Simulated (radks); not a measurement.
# Rh⁴⁺ in [Kr] 4d5: an all-electron calculation

What are the levels of the rhodium ion Rh4+, how large are its shells, and how does its energy divide?

Method: scalar-relativistic Kohn-Sham, r2SCAN, spin-polarised, spherical densities, finite nucleus; open shells are filled with parallel spins first. Code: radks (a radial shooting solver on a logarithmic mesh, Libxc functionals) version 1.

### Step 1. The system

```
element            : rhodium (Z = 45)
charge             : +4
electrons          : 41
configuration      : [Kr] 4d5
nuclear rms radius : 4.4945 fm
```

Outer shells as boxes (Hund's rule):

Rh⁴⁺
```
[Kr] core
4d [↑ ][↑ ][↑ ][↑ ][↑ ]
```

### Step 2. The run

Input:

```text
Z 45
configuration [Kr] 4d5 5s0 5p0 4f0 5d0
relativity scalar-relativistic
functional r2scan,r2scan
spin polarised
nucleus finite rms 4.4945 fm
c 137.035999084
```

What does the calculation give?

**Answer**, as computed:

| quantity | value |
| --- | --- |
| total energy | -4781.05699 hartree |
| exchange-correlation share of it | 2.88 % |
| −T/E | 1.0357 |
| highest occupied level | 4d up, -56.918 eV |
| most extended occupied level | 4d up, <r> = 1.29 bohr |
| radius at density 0.001 e/bohr³ | 2.93 bohr |
| maxima of the radial density | 4 |
| ionisation energy, NIST | 63 (theory) eV |

**Reading.** The radial density shows 4 maxima for 4 occupied principal shells. −T/E is 1.036: with relativity the kinetic term as defined here no longer equals −E. Minus the highest eigenvalue, 56.918 eV, is 90 % of the tabulated ionisation energy (63 eV). Open shells are spherical and high-spin; term and fine-structure splittings are not resolved.
